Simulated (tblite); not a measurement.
# C5H10F2OSi: the cost of one run

Computed with tblite 0.8.0 and PySCF 2.14.0, with density-fitted response routines of our own, on a single molecule in the gas phase. Atoms are numbered from 0 throughout.

### 1 Starting geometry

19 atoms, charge 0, multiplicity 1; geometry from: force field or distance geometry start.

Bonds of the start (Å): C0–C1 1.53, C1–O2 1.38, O2–Si3 1.71, C1–C4 1.49, C4–C5 1.48, C5–F6 1.38, C5–C7 1.49, C7–F8 1.39, C7–C4 1.52, C0–H9 1.11, C0–H10 1.11, C0–H11 1.09, C1–H12 1.15, Si3–H13 1.50, Si3–H14 1.47, Si3–H15 1.46, C4–H16 1.13, C5–H17 1.12, C7–H18 1.09.

### 2 Relaxing the molecule with GFN2-xTB

The job: settings as JSON, then the geometry in Å.

```
{"job": {"kind": "relax", "xc": "GFN2-xTB", "basis": "xTB"}, "charge": 0, "multiplicity": 1}
C      1.154700    -1.182100    -1.222300
C      0.420900    -0.178700    -0.323100
O      1.018500     1.061900    -0.362200
Si     1.741400     1.528600     1.118500
C     -1.018600    -0.242200    -0.693600
C     -2.090000     0.569600    -0.073200
F     -1.824100     1.651400     0.740300
C     -1.864700    -0.813400     0.439300
F     -1.231200    -0.856800     1.675700
H      0.369800    -1.755200    -1.768600
H      1.714500    -0.631700    -2.001600
H      1.719400    -1.911900    -0.650000
H      0.592200    -0.573200     0.741900
H      2.351000     0.357900     1.823300
H      0.782400     2.165000     2.031100
H      2.868900     2.406800     0.823300
H     -1.237400    -0.647400    -1.723900
H     -2.991200     0.714800    -0.715600
H     -2.486200    -1.654300     0.133200
```

Command:

```bash
OMP_NUM_THREADS=1 python probes_run.py task.json out
```

This one command runs all jobs of the session in turn.

Q: Estimate the wall time of this first job on 1 thread of Arm Neoverse N1, shared host.

About 1.4 s.
